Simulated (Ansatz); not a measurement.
**CH3ClO2Si: small, medium and large basis sets**

Aim: see how fast density functionals converge with the basis set for CH3ClO2Si.

Method: one geometry, several basis sets; program: Ansatz 0.2.0, Gaussian basis.

Plan: PBE0-D4/def2-SVP; ωB97M-V/def2-SVP; PBE0-D4/def2-QZVPP; ωB97M-V/def2-QZVPP; the functionals' def2-TZVPP values are taken from earlier runs.

## Step 1: Structure used throughout

The geometry comes from an earlier relaxation with PBE0-D4 in a triple-zeta def2 set; it is a stationary point, not always the lowest conformer.

SMILES `ClC1O[SiH2]O1`, 8 atoms, charge 0, spin multiplicity 1.

Atoms are counted from 1 here; the program's logs count them from 0.

Bond lengths: Cl1–C2 1.787 Å, C2–O3 1.403 Å, C2–O5 1.403 Å, C2–H6 1.090 Å, O3–Si4 1.674 Å, Si4–O5 1.674 Å, Si4–H7 1.478 Å, Si4–H8 1.479 Å. Angles: Cl1–C2–O3 111.5°, Cl1–C2–O5 111.5°, Cl1–C2–H6 106.1°, O3–C2–O5 102.3°, O3–C2–H6 112.7°, O5–C2–H6 112.7°, C2–O3–Si4 88.1°, O3–Si4–O5 81.5°, O3–Si4–H7 114.7°, O3–Si4–H8 116.0°, O5–Si4–H7 114.7°, O5–Si4–H8 116.0°, H7–Si4–H8 111.1°, C2–O5–Si4 88.1°.

## Step 2: PBE0-D4 in def2-SVP

in.yaml reads:

```yaml
crystal:
  periodic: [false, false, false]
  atoms:
    - {symbol: Cl, position_ang: [-2.195871, 0.509656, 0.974368]}
    - {symbol: C, position_ang: [-0.524188, 0.766622, 0.397635]}
    - {symbol: O, position_ang: [0.378461, -0.100723, 1.032016]}
    - {symbol: Si, position_ang: [0.716137, -0.757858, -0.470624]}
    - {symbol: O, position_ang: [-0.384373, 0.408684, -0.952118]}
    - {symbol: H, position_ang: [-0.298604, 1.817288, 0.580653]}
    - {symbol: H, position_ang: [2.098741, -0.537850, -0.945701]}
    - {symbol: H, position_ang: [0.301897, -2.163018, -0.672126]}
basis:
  gaussian: {orbitals: def2-SVP}
hamiltonian: {xc: pbe0, dispersion: d4}
output: {orbitals: {seedname: orbitals}}
```

The runs that follow: ωB97M-V in def2-SVP; PBE0-D4 in def2-QZVPP; ωB97M-V in def2-QZVPP.

**Question.** What will the summary of the whole plan be? Wanted: PBE0-D4: double and triple zeta above quadruple; ωB97M-V: double and triple zeta above quadruple.

**Answer**, as computed:

```
                                       quantity           value
PBE0-D4: double and triple zeta above quadruple  14.52, 0.94 eV
ωB97M-V: double and triple zeta above quadruple  14.56, 0.88 eV
```

In words: PBE0-D4 gains 13.58 eV from double to triple zeta, then 0.94 eV more. Total energies overstate the basis error of differences, where much of it tends to cancel. The LUMO of ωB97M-V is positive and keeps falling with the basis (1.41 to 0.58 eV): an unbound level that the basis holds in place.
